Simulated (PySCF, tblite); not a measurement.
**C5H10BrFSi2: geometry, infrared bands and NMR shifts**

Wanted: the infrared bands and NMR shifts of C5H10BrFSi2 (`C#C[C@@H](F)[C@H](C)[SiH2][SiH2]Br`), by calculation.

Programs: tblite 0.8.0 and PySCF 2.14.0, with density-fitted response routines of our own. Each step states its level of theory. These are calculated values for one molecule in the gas phase, unless marked as measured. Atoms are numbered from 0 throughout.

**1. The starting structure**

19 atoms, charge 0, multiplicity 1; geometry from: force field or distance geometry start.

Bonds of the start (Å): C0–C1 1.20, C1–C2 1.47, C2–F3 1.38, C2–C4 1.54, C4–C5 1.53, C4–Si6 1.91, Si6–Si7 2.30, Si7–Br8 2.21, C0–H9 1.06, C2–H10 1.09, C4–H11 1.09, C5–H12 1.08, C5–H13 1.10, C5–H14 1.09, Si6–H15 1.47, Si6–H16 1.49, Si7–H17 1.48, Si7–H18 1.49.

**2. Optimising the geometry with GFN2-xTB**

What the job is given:

```
{"job": {"kind": "relax", "xc": "GFN2-xTB", "basis": "xTB"}, "charge": 0, "multiplicity": 1}
C      2.325000     1.051500    -1.745600
C      1.714600     1.018200    -0.712700
C      0.999900     0.968900     0.576600
F      0.062000     1.976700     0.547100
C      0.278200    -0.360700     0.872600
C      1.295800    -1.487900     1.084500
Si    -1.080200    -0.838400    -0.382100
Si    -2.738500     0.754400    -0.468700
Br    -3.558600     1.104200     1.558700
H      2.839100     1.093900    -2.666100
H      1.677900     1.204800     1.390200
H     -0.259700    -0.228100     1.816600
H      1.841300    -1.732500     0.179300
H      2.037800    -1.202500     1.847200
H      0.805000    -2.394600     1.435600
H     -0.481300    -1.079800    -1.706700
H     -1.656400    -2.139200     0.065600
H     -2.255800     2.029100    -1.037000
H     -3.855900     0.271400    -1.332900
```

On the command line:

```sh
$ OMP_NUM_THREADS=1 python probes_run.py task.json out
```

One launch serves the whole session: the jobs run in the order shown.

**Question.** This job is followed by: GFN2-xTB harmonic vibrations, gas phase; GIAO PBE0/pcSseg-1 NMR shielding, non-relativistic, gas phase. What will the session give for the following? strongest single infrared mode (GFN2-xTB); zero-point energy (GFN2-xTB); ¹³C shifts against TMS (PBE0/pcSseg-1); ¹H shifts against TMS (PBE0/pcSseg-1, means over atoms taken as alike); ¹⁹F shifts against CFCl3 (PBE0/pcSseg-1); ²⁹Si shifts against TMS (PBE0/pcSseg-1); ⁷⁹Br shifts against HBr (PBE0/pcSseg-1); surface potential, 1st and 99th percentile.

As calculated:

| quantity | value |
| --- | --- |
| strongest single infrared mode (GFN2-xTB) | 671 cm⁻¹, 484 km/mol |
| zero-point energy (GFN2-xTB) | 80.2 kcal/mol |
| ¹³C shifts against TMS (PBE0/pcSseg-1) | 90.2, 88.3, 84.2, 26.5, 16.1 ppm |
| ¹H shifts against TMS (PBE0/pcSseg-1, means over atoms taken as alike) | 5.53, 5.40, 5.32, 4.21, 3.71, 2.26, 2.16, 1.27 ppm |
| ¹⁹F shifts against CFCl3 (PBE0/pcSseg-1) | -183.2 ppm |
| ²⁹Si shifts against TMS (PBE0/pcSseg-1) | -33.2, -67.8 ppm |
| ⁷⁹Br shifts against HBr (PBE0/pcSseg-1) | -282 ppm |
| surface potential, 1st and 99th percentile | -0.92 V and 1.57 V |

**Reading.** Relaxing lowered the energy by 0.144 eV in 52 steps; the close pair that moved most is Si7–H18, from 1.493 to 1.464 Å. All 51 modes are real, so the xTB geometry is a minimum. The strongest single mode, at 671 cm⁻¹, has its largest shares on Si6, H18, H9 and H16 (the list is cut at 4 atoms). GFN2-xTB is a fitted tight-binding method: band positions and strengths are rough. Its intensities can rank the bands wrongly. C2 (propargylic sp3 CH bonded to F) lies farthest downfield among carbon, at 90.2 ppm; pulled downfield by the heteroatom. The most deshielded hydrogen is H10 (hydrogen on a propargylic sp3 CH bonded to F), at 5.53 ppm: its carbon carries F, an electronegative neighbour. At PBE0/pcSseg-1: The widest tensor belongs to C1: span 295 ppm, with a paramagnetic part of -166 ppm. At PBE0/pcSseg-1, counted by nearest atom on the grid, the HOMO lies on Br8 59 %; Si6, Si7 about 11 % each, the LUMO on Si7 29 %; Br8 19 %. Spin-orbit coupling is left out, which matters for shieldings and couplings at and beside the heavy atoms.
